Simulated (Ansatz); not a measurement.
# CsSnI3: the cost of one run

Method: DFT PBEsol, scalar-relativistic, plane waves, PAW, and further levels as typed in the inputs, in Ansatz 0.2.0.

### Step 1. Starting point

It takes space group Pnma (No. 62, orthorhombic). The conventional cell has a = 8.678 Å, b = 12.624 Å, c = 8.730 Å, α = 90.00°, β = 90.00°, γ = 90.00°. Cs (site symmetry m) has 7 I at 4.00 to 4.38 Å as nearest neighbours. Around Sn (site symmetry -1) lie 6 I at 3.13 to 3.16 Å. I (site symmetry 1) is surrounded by 2 Sn at 3.13 to 3.14 Å and 2 Cs at 4.00 to 4.05 Å. I (site symmetry m) is surrounded by 2 Sn at 3.16 Å and 3 Cs at 4.11 to 4.38 Å.

As a file:

```cif
data_structure
_symmetry_space_group_name_H-M 'Pnma'
_symmetry_Int_Tables_number 62
_cell_length_a 8.6778
_cell_length_b 12.6239
_cell_length_c 8.7297
_cell_angle_alpha 90.000
_cell_angle_beta 90.000
_cell_angle_gamma 90.000
_cell_volume 956.32
loop_
_atom_site_label
_atom_site_type_symbol
_atom_site_symmetry_multiplicity
_atom_site_Wyckoff_symbol
_atom_site_fract_x
_atom_site_fract_y
_atom_site_fract_z
_atom_site_occupancy
Cs1 Cs 4 c 0.99498 0.75000 0.00940 1
Sn1 Sn 4 b 0.50000 0.00000 0.00000 1
I1 I 8 d 0.70241 0.99172 0.70275 1
I2 I 4 c 0.50041 0.25000 0.98019 1
```

The structure rests on an entry of the Materials Project (structure only); cell or positions may have been set otherwise for this series.

### Step 2. Relaxing cell and atoms: CsSnI3, no spin

File input.yaml:

```yaml
crystal:
  lattice:
    - [8.67777634, 0.0, 0.0]
    - [0.0, 12.62389428, 0.0]
    - [0.0, 0.0, 8.72973079]
  atoms:
    - { symbol: Cs, position: [0.9949791, 0.75, 0.00940113] }
    - { symbol: Cs, position: [0.4949791, 0.75, 0.49059887] }
    - { symbol: Cs, position: [0.0050209, 0.25, 0.99059887] }
    - { symbol: Cs, position: [0.5050209, 0.25, 0.50940113] }
    - { symbol: Sn, position: [0.5, 0.0, 0.0] }
    - { symbol: Sn, position: [0.0, 0.5, 0.5] }
    - { symbol: Sn, position: [0.0, 0.0, 0.5] }
    - { symbol: Sn, position: [0.5, 0.5, 0.0] }
    - { symbol: I, position: [0.70241325, 0.9917242, 0.7027528] }
    - { symbol: I, position: [0.29758675, 0.4917242, 0.2972472] }
    - { symbol: I, position: [0.70241325, 0.5082758, 0.7027528] }
    - { symbol: I, position: [0.29758675, 0.0082758, 0.2972472] }
    - { symbol: I, position: [0.50040697, 0.25, 0.98018564] }
    - { symbol: I, position: [0.20241325, 0.5082758, 0.7972472] }
    - { symbol: I, position: [0.99959303, 0.75, 0.48018564] }
    - { symbol: I, position: [0.79758675, 0.4917242, 0.2027528] }
    - { symbol: I, position: [0.79758675, 0.0082758, 0.2027528] }
    - { symbol: I, position: [0.49959303, 0.75, 0.01981436] }
    - { symbol: I, position: [0.00040697, 0.25, 0.51981436] }
    - { symbol: I, position: [0.20241325, 0.9917242, 0.7972472] }
scf:
  occupations: { method: fixed }
output:
  forces: true
  stress: true
  eigenvalues: true
  write_density: true
  write_potential: true
  elf: true
  volumetric_format: npy
kpoints:
  mp_grid: { grid: [4, 2, 4] }
hamiltonian:
  xc: pbesol
relax:
  f_tol: 0.005
  max_steps: 60
  cell: { stress_tol: 0.03 }
```

Launch:

```
> ansatz run input.yaml --threads 8 --pin off --max-ram 40960MiB --backend cpu --events-out ev --progress --plain --runs-dir out
```

**Question.** How long does this run take on 8 threads of Intel Xeon 6975P-C (Granite Rapids), shared host, and how much memory does it need?

About 4.9 min, with a peak of 7.3 GiB.
